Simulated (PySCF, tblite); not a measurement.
# C₅H₉OS radical: geometry, infrared bands and EPR parameters

Wanted: the infrared bands and EPR parameters of C₅H₉OS radical (`C[CH]COC(C)=S`), by calculation.

Programs: tblite 0.8.0 and PySCF 2.14.0, with density-fitted response routines of our own. Each step states its level of theory. These are calculated values for one molecule in the gas phase, unless marked as measured. Atoms are numbered from 0 throughout.

## 1. Starting geometry

16 atoms, charge 0, multiplicity 2; geometry from: force field or distance geometry start.

Bonds of the start (Å): C0–C1 1.49, C1–C2 1.52, C2–O3 1.45, O3–C4 1.39, C4–C5 1.50, C4–S6 1.64, C0–H7 1.11, C0–H8 1.11, C0–H9 1.12, C1–H10 1.12, C2–H11 1.11, C2–H12 1.10, C5–H13 1.10, C5–H14 1.10, C5–H15 1.13.

## 2. Relaxing the molecule with GFN2-xTB

What the job is given:

```
{"job": {"kind": "relax", "xc": "GFN2-xTB", "basis": "xTB"}, "charge": 0, "multiplicity": 2}
C     -2.342900     0.404800    -0.175100
C     -1.829400    -0.807600     0.519200
C     -0.335700    -1.027300     0.338600
O      0.175800     0.036700    -0.502400
C      1.539700    -0.054500    -0.741200
C      2.391300     0.930300     0.001800
S      2.189600    -1.132000    -1.793500
H     -3.318800     0.202300    -0.662300
H     -1.633500     0.809500    -0.925800
H     -2.586700     1.169700     0.603200
H     -2.146500    -0.868800     1.586800
H      0.219700    -1.006100     1.297900
H     -0.191500    -2.012200    -0.117700
H      1.850300     1.873000     0.188000
H      3.311100     1.078400    -0.587400
H      2.700000     0.412800     0.958700
```

The run is started by

```sh
> OMP_NUM_THREADS=1 python probes_run.py task.json out
```

This one command runs all jobs of the session in turn.

**Question.** This job is followed by: GFN2-xTB harmonic vibrations, gas phase; UKS B3LYP, pcH-1 on C H O S, non-relativistic, mean-field spin-orbit, GIAO. Predict these results of the whole session: strongest single infrared mode (GFN2-xTB); zero-point energy (GFN2-xTB); g(iso) (B3LYP); ⟨S²⟩; largest a(iso) (averaged by class); surface potential, 1st and 99th percentile.

As calculated:

| quantity | value |
| --- | --- |
| strongest single infrared mode (GFN2-xTB) | 1342 cm⁻¹, 149 km/mol |
| zero-point energy (GFN2-xTB) | 78.5 kcal/mol |
| g(iso) (B3LYP) | 2.00232 |
| ⟨S²⟩ | 0.754 (exact 0.75) |
| largest a(iso) (averaged by class) | 13C on C1, 87.4 MHz |
| surface potential, 1st and 99th percentile | -1.12 V and 0.89 V |

**Reading.** The optimisation took 66 steps and gained 1.031 eV; among the close pairs (by a distance rule), O3–C4 changed most, from 1.388 to 1.315 Å. The lowest mode is slightly imaginary (16i cm⁻¹), a soft motion within the noise of the Hessian, so the minimum is not strictly shown. The strongest single mode, at 1342 cm⁻¹, is spread over many atoms; the largest shares are those of C1, H10. GFN2-xTB is a fitted tight-binding method: band positions and strengths are rough. Its intensities can rank the bands wrongly. Most of the unpaired spin sits on C1 (1.01 e). The isotropic g lies 0.0 ppt below the free-electron value.
